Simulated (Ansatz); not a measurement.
# BCl3F2H2: the cost of one run

Method: UKS BHLYP/STO-3G, in Ansatz 0.2.0.

### Step 1. Starting point

Bond lengths: B1–Cl2 2.173 Å, B1–Cl3 1.719 Å, B1–Cl4 1.721 Å, B1–F6 1.682 Å. Angles: Cl2–B1–Cl3 108.2°, Cl2–B1–Cl4 108.3°, Cl2–B1–F6 96.9°, Cl3–B1–Cl4 124.8°, Cl3–B1–F6 107.5°, Cl4–B1–F6 107.5°.

Structure file:

```xyz
8

B    -0.5127   -1.0561    0.1639
Cl    1.6009   -0.5740    0.3133
Cl   -0.7371   -2.0744   -1.2027
Cl   -1.1041   -1.3901    1.7455
H    -0.3264    1.4384   -0.3613
F    -1.0423    0.4829   -0.2601
H     1.4176    1.1266   -0.0590
F     0.7042    2.0468   -0.3396
```

### Step 2. Run 1

150 steps of 0.5 fs at constant energy, with velocities drawn for 300 K.

File input.yaml:

```yaml
crystal:
  periodic: [false, false, false]
  atoms:
    - { symbol: B, position_ang: [-0.5127, -1.0561, 0.1639] }
    - { symbol: Cl, position_ang: [1.6009, -0.574, 0.3133] }
    - { symbol: Cl, position_ang: [-0.7371, -2.0744, -1.2027] }
    - { symbol: Cl, position_ang: [-1.1041, -1.3901, 1.7455] }
    - { symbol: H, position_ang: [-0.3264, 1.4384, -0.3613] }
    - { symbol: F, position_ang: [-1.0423, 0.4829, -0.2601] }
    - { symbol: H, position_ang: [1.4176, 1.1266, -0.059] }
    - { symbol: F, position_ang: [0.7042, 2.0468, -0.3396] }
magnetization:
  spin_polarized: true
basis:
  gaussian: { orbitals: STO-3G }
hamiltonian:
  xc: { name: BHLYP }
md:
  timestep: 0.5
  n_steps: 150
  ensemble: nve
  temperature: 300.0
  initial_velocities: maxwell_boltzmann
  seed: 366640
```

Command:

```sh
$ ansatz run input.yaml --threads 1 --pin off --max-ram 2048MiB --backend cpu --events-out ev --progress --plain --runs-dir out
```

Q: Estimate wall time and peak memory on 1 thread of Arm Neoverse V2, shared host.

About 8 min, with a peak of 0.17 GiB.
